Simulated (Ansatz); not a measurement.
# Ge2+ (doublet): the correlation ladder, cc-pVTZ

An exercise on one series of results from a longer session: the logs are not shown, and one member is left open.

Computed with Ansatz 0.2.0, Gaussian basis. Level: cc-pVTZ, core rule «outside noble gas», up to 28 orbitals frozen.

The runs, in order: UHF; CCSD(T) on ROHF; CCSD(T) on UHF; BCCD(T) on ROHF; CISD; CCSDT(Q) on ROHF; CCSDT(Q) on UHF; CASSCF and MRCISD+Q, 7 electrons in 8 orbitals; CASSCF and NEVPT4(SD), 7 electrons in 8 orbitals; CASSCF and NEVPT2, 7 electrons in 8 orbitals.

4 further runs of the same task are left out: 4 set aside as unsound or not needed.

**The system**

The geometry is a PBE0/def2-TZVP stationary point (not a proven minimum) of the parent state, kept for this charge and spin. No spin-orbit coupling is included. The filled d shell of Ge may be among the frozen orbitals whatever the setting's name suggests; the logs give the count.

2 atoms, charge 1, spin multiplicity 2.

Atoms are counted from 1 here; the program's logs count them from 0.

Bond lengths: Ge1–Ge2 2.409 Å.

Set-up of the first run:

in.yaml reads:

```yaml
crystal:
  periodic: [false, false, false]
  atoms:
    - {symbol: Ge, position_ang: [0.000000, 0.000000, 0.000000]}
    - {symbol: Ge, position_ang: [0.000000, 0.000000, 2.409455]}
basis:
  gaussian: {orbitals: cc-pVTZ}
total_charge: 1
magnetization: {spin_polarized: true, initial_magnetization: 1}
hamiltonian: {xc: hf}
output: {orbitals: {seedname: orbitals}}
```

Launch:

```console
ansatz run in.yaml --threads 1 --pin off --events-out ev --progress --plain --max-ram 2560MiB --backend cpu
```

Steps of the session up to this table: UHF; CCSD(T) on ROHF; CCSD(T) on UHF; BCCD(T) on ROHF; CISD; CCSDT(Q) on ROHF; CCSDT(Q) on UHF; CASSCF and MRCISD+Q, 7 electrons in 8 orbitals; CASSCF and NEVPT4(SD), 7 electrons in 8 orbitals; CASSCF and NEVPT2, 7 electrons in 8 orbitals.

One of the session's tables, all rows but one given; the rest of the session is left out.

```
            method  from RCCSDT(Q) (meV)
              ROHF               +4467.1
              RMP2               +1080.7
              UMP2                +869.0
              CISD                +520.9
             RCCSD                +249.8
             UCCSD                 +95.4
          RCCSD(T)                 +68.1
          UCCSD(T)                -181.2
           BCCD(T)                 +68.1
            RCCSDT                 +15.8
            UCCSDT                -463.9
         RCCSDT(Q)                     0
         UCCSDT(Q)                -651.2
    CASSCF valence               +2730.3
    NEVPT2 valence                +703.5
NEVPT4(SD) valence                     ?
    MRCISD valence                +211.1
  MRCISD+Q valence                 +47.2
```

Q: Estimate the row for NEVPT4(SD) valence from the others.

The run gave: from RCCSDT(Q) (meV): +134.3. In the column «from RCCSDT(Q) (meV)» it lies between UCCSD (+95.4) and MRCISD valence (+211.1).

Some runs used a GPU and others CPU threads alone; cost is compared among the CPU runs only.

Among the levels timed on like hardware, those that no quicker one beats, quickest first: CISD (15 s, +520.9 meV); BCCD(T) (48 s, +68.1 meV); RCCSD(T) (54 s, +68.1 meV).

To keep in mind: The determinant is far from a pure spin state, so its energy mixes those of several spin states (harmless only where they are near-degenerate, as at dissociation). Left out of the table: UHF (another determinant or state than the rows shown). The program flags UCCSD(T), UCCSDT(Q) as in doubt, so those rows may rest on another solution; read them beside their warnings. Warnings: spin contamination; coupled cluster took another determinant than the lowest. Restricted and unrestricted rows rest on different reference determinants; where their highest levels disagree by more than a few hundredths of an eV, they describe different states and don't form one ladder. Warnings in the runs' records: large difference.
